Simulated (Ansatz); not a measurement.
# SrO: further runs on the relaxed cell

An exercise on one series of results from a longer session: the logs are not shown, and one member is left open.

The COD entry's cell or inner coordinates are ideal or old and differ from later refinements, so a difference from it is no clean test against experiment.

Program: Ansatz 0.2.0. Level of theory: DFT r2SCAN, scalar-relativistic, plane waves, PAW. These are calculated values, not measurements.

1 further run of the same task is left out (set aside as unsound or not needed).

### The structure to begin with

Symmetry: Fm-3m, No. 225, cubic system. Conventional cell: a = 5.161 Å, b = 5.161 Å, c = 5.161 Å, α = 90.00°, β = 90.00°, γ = 90.00°. Around Sr (site symmetry m-3m) lie 6 O at 2.58 Å. O (site symmetry m-3m) is surrounded by 6 Sr at 2.58 Å.

Structure file:

```cif
data_structure
_symmetry_space_group_name_H-M 'Fm-3m'
_symmetry_Int_Tables_number 225
_cell_length_a 5.1606
_cell_length_b 5.1606
_cell_length_c 5.1606
_cell_angle_alpha 90.000
_cell_angle_beta 90.000
_cell_angle_gamma 90.000
_cell_volume 137.44
loop_
_atom_site_label
_atom_site_type_symbol
_atom_site_symmetry_multiplicity
_atom_site_Wyckoff_symbol
_atom_site_fract_x
_atom_site_fract_y
_atom_site_fract_z
_atom_site_occupancy
Sr1 Sr 4 b 0.50000 0.00000 0.00000 1
O1 O 4 a 0.00000 0.00000 0.00000 1
```

This cell was relaxed beforehand with the same method: volume 17.18 Å³/atom, gap on the mesh 3.80 eV.

The first run:

File input.yaml:

```yaml
crystal:
  lattice:
    - [0.0, 2.5803128232, 2.5803128232]
    - [2.5803128232, 0.0, 2.5803128232]
    - [2.5803128232, 2.5803128232, 0.0]
  atoms:
    - { symbol: Sr, position: [0.5, 0.5, 0.5] }
    - { symbol: O, position: [0.0, 0.0, 0.0] }
basis:
  ecutwfc: 500
kpoints:
  mp_grid: { grid: [8, 8, 8] }
  band_path:
    path:
      - [[0.0, 0.0, 0.0], [0.5, 0.0, 0.5], [0.625, 0.25, 0.625]]
      - [[0.375, 0.375, 0.75], [0.0, 0.0, 0.0], [0.5, 0.5, 0.5], [0.5, 0.25, 0.75], [0.5, 0.0, 0.5]]
    npoints: 14
hamiltonian:
  xc: r2scan
scf:
  occupations: { method: gaussian, width: 0.02 }
  n_extra_bands: 6
output:
  forces: true
  stress: true
  eigenvalues: true
  populations: true
  dos: { projected: true, de: 0.02, nscf_kmesh: { grid: [12, 12, 12] } }
  bader: true
```

Run with:

```sh
$ ansatz run input.yaml --threads 1 --pin off --max-ram 2560MiB --backend cpu --events-out ev --progress --plain --runs-dir out
```

Steps of the session up to this table: Electronic structure at the relaxed geometry; Seeking the band edges over the whole zone; Levels beside the edges; The cell as listed, for comparison; Dielectric function, independent particles; Volume × 0.97; The cell scaled to 1.03 of its volume; The cell scaled to 0.94 of its volume; Volume × 1.06; Point at V/V0 = 0.91; Volume × 1.10; Volume × 0.88.

One table of the session follows, with a row left open; its other results are not shown here.

It belongs to the step «Energy against volume». 

```
volume (Å³/atom)  energy above the lowest point (meV/atom)  pressure (GPa)  gap on the mesh (eV)
          15.118                                      90.5           15.85                  3.68
          15.634                                      47.7           10.84                  3.74
          16.149                                      19.9            6.60                  3.77
          16.664                                       4.6            3.00                  3.79
          17.180                                       0.0           -0.04                  3.80
          17.695                                         ?               ?                     ?
          18.211                                      16.5           -4.82                  3.81
          18.898                                      42.5           -7.24                  3.81
```

**Question.** Estimate the row for volume (Å³/atom) = 17.695.

Worked estimate for «energy above the lowest point (meV/atom)». A straight line through the neighbours (17.180, 0.0) and (18.211, 16.5) gives 0.0 + (16.5 − 0.0) × (17.695 − 17.180) / (18.211 − 17.180) = 8.2; a parabola fitted to 4 rows on both sides gives 4.6.

**Answer.** energy above the lowest point (meV/atom): 4.4; pressure (GPa): -2.63; gap on the mesh (eV): 3.81. In «energy above the lowest point (meV/atom)» the line misses by +3.8 and the parabola by +0.2.
